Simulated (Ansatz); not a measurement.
# NaLiICl, space group P4/mmm: a relaxation of the ions

Run with Ansatz's Python interface.

`relax.py`
```python
'''Relax the ions of NaLiICl at fixed cell.'''

import ansatz
from ase import Atoms
from ase.data import atomic_numbers
from ase.io import write
import numpy as np
from pymatgen.core import Lattice, Structure
from pymatgen.io.ase import AseAtomsAdaptor
import spglib

SETTINGS = {
    'kgrid': (4, 4, 3),
    'scf_tol': 1e-07,
    'occupations': 'fixed',
    'xc': 'lda',
    'force_tol': 0.05,
}

pmg_structure = Structure(
    Lattice([(4.091636, 0.0, 0.0), (0.0, 4.091636, 0.0), (0.0, 0.0, 6.215344)]),
    ['Na', 'Li', 'I', 'Cl'],
    [
        (0.5, 0.5, 0.5),
        (0.0, 0.0, 0.0),
        (0.5, 0.5, 0.0),
        (0.0, 0.0, 0.5),
    ],
)
xtal = ansatz.Crystal.from_ase(AseAtomsAdaptor.get_atoms(pmg_structure))

job = (
    xtal.calculation()
    .kpoints(*SETTINGS['kgrid'])
    .scf(tolerance=SETTINGS['scf_tol'])
    .occupations(SETTINGS['occupations'])
    .functional(SETTINGS['xc'])
    .relax(force_tolerance=SETTINGS['force_tol'], max_steps=60, random_displacement=True, displacement_amplitude=0.05, displacement_seed=715)
)
steps = []


def follow(event):
    if event['event'] != 'relax_step':
        return
    row = event['data']
    steps.append(row)
    print(f'step {row["step"]:3d}  E = {row["lagrangian_ev"]:.5f} eV  largest force component = {row["allowed_force_max_ev_ang"]:.4f} eV/A')


result = job.session().plan(threads=1).execute(on_event=follow)
summary = result.report

first, last = steps[0], steps[-1]
symbols = [site.symbol for site in result.lattice.sites]
print(f'energy gained {first["lagrangian_ev"] - last["lagrangian_ev"]:.4f} eV in {len(steps) - 1} steps')

print('atom   start x y z (A)              end x y z (A)')
for symbol, a, b in zip(symbols, first['positions_ang'], last['positions_ang']):
    print(f'{symbol:3s}', ' '.join(f'{v:8.4f}' for v in a), '  ', ' '.join(f'{v:8.4f}' for v in b))

moved = np.linalg.norm(np.array(last['positions_ang']) - np.array(first['positions_ang']), axis=1)
print('displacement by atom (A):', ' '.join(f'{s}:{d:.3f}' for s, d in zip(symbols, moved)))

relaxed = Atoms(symbols, positions=[site.position_ang for site in result.lattice.sites], cell=result.lattice.cell_ang, pbc=True)
write('relaxed.cif', relaxed, format='cif')

fractions = [site.position_frac for site in result.lattice.sites]
numbers = [atomic_numbers[s] for s in symbols]
for tolerance in (1e-3, 1e-2, 1e-1):
    print(f'space group at {tolerance} A:', spglib.get_spacegroup((result.lattice.cell_ang, fractions, numbers), symprec=tolerance))

print(f'free energy      {summary["free_energy_ev"]:.5f} eV')
print(f'per atom         {summary["free_energy_ev"] / len(result.lattice.sites):.5f} eV')
print(f'SCF iterations   {summary["n_iterations"]}  (converged: {summary["converged"]})')

print('energy terms (eV)')
for term, value in summary['components'].items():
    if abs(value) > 1e-9:
        print(f'  {term:26s} {value:16.5f}')

print(len(summary['kpoints_frac']), 'irreducible k-points (fractions, weight)')
for k, weight in list(zip(summary['kpoints_frac'], summary['kweights']))[:20]:
    print('  {:8.4f} {:8.4f} {:8.4f}'.format(*k), f'{weight:10.6f}')
```

Output of `python relax.py`:
```text
DeckWarning: basis.ecutwfc = 420 eV, auto-derived from the records' recommended cutoffs: set by Na (normal level)
step   1  E = -10074.00242 eV  largest force component = 0.0707 eV/A
step   2  E = -10074.00511 eV  largest force component = 0.0524 eV/A
step   3  E = -10074.00670 eV  largest force component = 0.0032 eV/A
energy gained 0.0043 eV in 2 steps
atom   start x y z (A)              end x y z (A)
Na    2.0690   2.0887   3.0968      2.0674   2.0516   3.1066
Li    0.0027  -0.0477   0.0146      0.0156   0.0146  -0.0036
I     2.0849   2.0484  -0.0311      2.0613   2.0601  -0.0003
Cl    0.0060   0.0453   3.1279      0.0184   0.0084   3.1054
displacement by atom (A): Na:0.038 Li:0.066 I:0.040 Cl:0.045
space group at 0.001 A: P1 (1)
space group at 0.01 A: Amm2 (38)
space group at 0.1 A: P4/mmm (123)
free energy      -10074.00670 eV
per atom         -2518.50167 eV
SCF iterations   5  (converged: True)
energy terms (eV)
  e_band                           -730.05174
  e_kinetic                         492.61915
  e_local                         -3803.20982
  e_nonlocal                         28.56786
  e_hartree                        1668.39482
  e_xc                             -281.91433
  e_vxc                            -313.54360
  e_paw                           -5549.22352
  e_vpaw                           -471.27513
  e_augmentation_tail                 0.00015
  e_ewald                         -2630.35362
  e_core_change                       1.11260
26 irreducible k-points (fractions, weight)
    0.0000   0.0000   0.0000   0.020833
    0.0000   0.0000   0.3333   0.041667
    0.0000   0.2500   0.0000   0.041667
    0.0000   0.2500   0.3333   0.041667
    0.0000   0.2500  -0.3333   0.041667
    0.0000  -0.5000   0.0000   0.020833
    0.0000  -0.5000   0.3333   0.041667
    0.2500   0.0000   0.0000   0.041667
    0.2500   0.0000   0.3333   0.041667
    0.2500   0.0000  -0.3333   0.041667
    0.2500   0.2500   0.0000   0.041667
    0.2500   0.2500   0.3333   0.041667
    0.2500   0.2500  -0.3333   0.041667
    0.2500  -0.5000   0.0000   0.041667
    0.2500  -0.5000   0.3333   0.041667
    0.2500  -0.5000  -0.3333   0.041667
    0.2500  -0.2500   0.0000   0.041667
    0.2500  -0.2500   0.3333   0.041667
    0.2500  -0.2500  -0.3333   0.041667
   -0.5000   0.0000   0.0000   0.020833
```
(Warnings from the package without file and line.)

It writes `relaxed.cif`:
```cif
data_image0
_chemical_formula_structural       NaLiICl
_chemical_formula_sum              "Na1 Li1 I1 Cl1"
_cell_length_a       4.091636
_cell_length_b       4.091636
_cell_length_c       6.215344
_cell_angle_alpha    90.0
_cell_angle_beta     90.0
_cell_angle_gamma    90.0

_space_group_name_H-M_alt    "P 1"
_space_group_IT_number       1

loop_
  _space_group_symop_operation_xyz
  'x, y, z'

loop_
  _atom_site_type_symbol
  _atom_site_label
  _atom_site_symmetry_multiplicity
  _atom_site_fract_x
  _atom_site_fract_y
  _atom_site_fract_z
  _atom_site_occupancy
  Na  Na1       1.0  0.5052654992556544  0.5014156986523627  0.4998326494241341  1.0000
  Li  Li1       1.0  0.0038037913133594915  0.0035787883398964277  0.9994284873754713  1.0000
  I   I1        1.0  0.5037827444691352  0.5034836236080132  0.9999479243213115  1.0000
  Cl  Cl1       1.0  0.004503667393371902  0.0020447433278946957  0.49963802128784823  1.0000
```

Reading the output:
- Absolute energies stand on the zero of these potentials, so only differences at equal settings mean something.
- The energy terms are those on the plane-wave grid, with the one-centre PAW part apart; e_band, e_vxc and e_vpaw aren't summands of the total.
- Energies along a relaxation are free energies. A last row that repeats the one before re-solves the same geometry more tightly.
- The first row is the displaced cell, and groups found at tight tolerances show what the force threshold leaves of the kick.
- The cell relaxed to the group Amm2; tensors and edges are in the axes of the typed cell.
- This cell is a computed structure, which may not be the phase found in nature.
- Levels are Kohn-Sham eigenvalues on this mesh, without spin-orbit coupling.
- Run time: 24 s on 1 thread of Arm Neoverse N1 (shared host), peak memory 0.46 GiB.
